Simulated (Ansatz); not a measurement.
ZnNi and its elements: a formation energy from the elements, run with the Python package of Ansatz (0.2.0).

The script, `formation.py`:
```python
from collections import Counter
from dataclasses import dataclass
import warnings

import ansatz
import numpy as np


@dataclass(frozen=True)
class Settings:
    functional: str = "r2SCAN"
    cutoff_ev: int = 600
    k_spacing: float = 0.27
    occupations: str = "fermi_dirac"
    smearing_width: float = 0.05


cfg = Settings()

PHASES = {
    "ZnNi": (
        [(2.75418091, 0.0, 0.0), (0.0, 2.75418091, 0.0), (0.0, 0.0, 3.214)],
        [
            ("Zn", (0.5, 0.5, 0.5)),
            ("Ni", (0.0, 0.0, 0.0)),
        ],
    ),
    "Zn": (
        [(2.67, 0.0, 0.0), (-1.335, 2.31228783, 0.0), (0.0, 0.0, 4.966)],
        [
            ("Zn", (1 / 3, 2 / 3, 0.25)),
            ("Zn", (2 / 3, 1 / 3, 0.75)),
        ],
    ),
    "Ni": (
        [(0.0, 1.761935, 1.761935), (1.761935, 0.0, 1.761935), (1.761935, 1.761935, 0.0)],
        [
            ("Ni", (0.0, 0.0, 0.0)),
        ],
    ),
}
MOMENTS = {"Ni": 1.5}  # parallel starting moments in muB


def build(vectors, sites):
    crystal = ansatz.Crystal(lattice=ansatz.Lattice.of(vectors))
    for symbol, position in sites:
        crystal = crystal.atom(symbol, position)
    return crystal

POLARISED = {"ZnNi", "Ni"}


def run_phase(name, crystal):
    calc = (
        crystal.calculation()
        .functional(cfg.functional)
        .basis(cfg.cutoff_ev)
        .kpoints(spacing=cfg.k_spacing)
        .occupations(cfg.occupations, width=cfg.smearing_width)
        .stress()
    )
    if name in POLARISED:
        calc = calc.spin("collinear")
    calc = calc.relax(force_tolerance=0.02, cell=True)
    return calc.run(threads=1)


def counts(outcome):
    return Counter(site.symbol for site in outcome.lattice.sites)

def formation_energy(outcome, mu):
    n = counts(outcome)
    return (outcome.report["energy_sigma0_ev"] - sum(k * mu[element] for element, k in n.items())) / sum(n.values())


def volume_per_atom(outcome):
    return abs(np.linalg.det(outcome.lattice.cell_ang)) / len(outcome.lattice.sites)


def main() -> None:
    warnings.simplefilter("ignore", ansatz.DeckWarning)

    phases = {name: build(*cell) for name, cell in PHASES.items()}
    for name in ["ZnNi", "Ni"]:
        phases[name] = phases[name].moments({e: m for e, m in MOMENTS.items() if e in phases[name].species()})

    done = {name: run_phase(name, crystal) for name, crystal in phases.items()}

    references = {"Zn": "Zn", "Ni": "Ni"}
    mu = {element: done[name].report["energy_sigma0_ev"] / len(done[name].lattice.sites) for element, name in references.items()}

    target = done["ZnNi"]
    heat = formation_energy(target, mu)
    for element, value in mu.items():
        print(f"mu({element}) = {value:.4f} eV from {references[element]}, {volume_per_atom(done[references[element]]):.2f} A^3/atom")
    print(f"formation energy of ZnNi: {heat:.4f} eV/atom = {96.4853 * heat:.1f} kJ/mol of atoms")


if __name__ == "__main__":
    main()
```

Is ZnNi bound against its elements at this level, and by how much?

The formation energy is -0.246 eV an atom (-23.8 kJ per mole of atoms), so ZnNi lies below the reference phases.

The run itself:

```console
$ python formation.py
RunWarning: the starting moments were not kept: the SCF closed with an absolute magnetisation of 1.6e-5 μB, where they sum to 1.5 μB in size (1 site). That is at most 0.1 of that sum. Measured as [...]
mu(Zn) = -3325.6770 eV from Zn, 14.12 A^3/atom
mu(Ni) = -5845.2974 eV from Ni, 10.52 A^3/atom
formation energy of ZnNi: -0.2464 eV/atom = -23.8 kJ/mol of atoms
```
(Warnings from the package without file and line, shortened, repeats left out.)

What to keep in mind:
- Total energies depend on the potentials; only differences at equal settings carry meaning.
- The SCF didn't keep the moments it started from (some shrank, vanished or turned); what is printed is the state reached.
- For the metals among these phases the mesh is modest: differences between phases can be off by up to 40 meV an atom.
- r2SCAN tends to overestimate the moments of itinerant magnets.
- The cells come from databases of deposited and of computed structures, and not all need be stable phases.
- The compound is the structure given, not necessarily its lowest; energies are at zero temperature, with no correction for gases. Magnetic phases start from parallel moments and may not end in their lowest magnetic state. A semilocal functional's error on such energies is often 0.05 to 0.1 eV an atom, and 0.1 to 0.3 eV against gases such as O2 or F2.
- The script silences the warnings on its input, which a real study should read.
- Timing: 2.6 min on 1 thread of Arm Neoverse V1, on a shared host, peak memory 0.59 GiB.
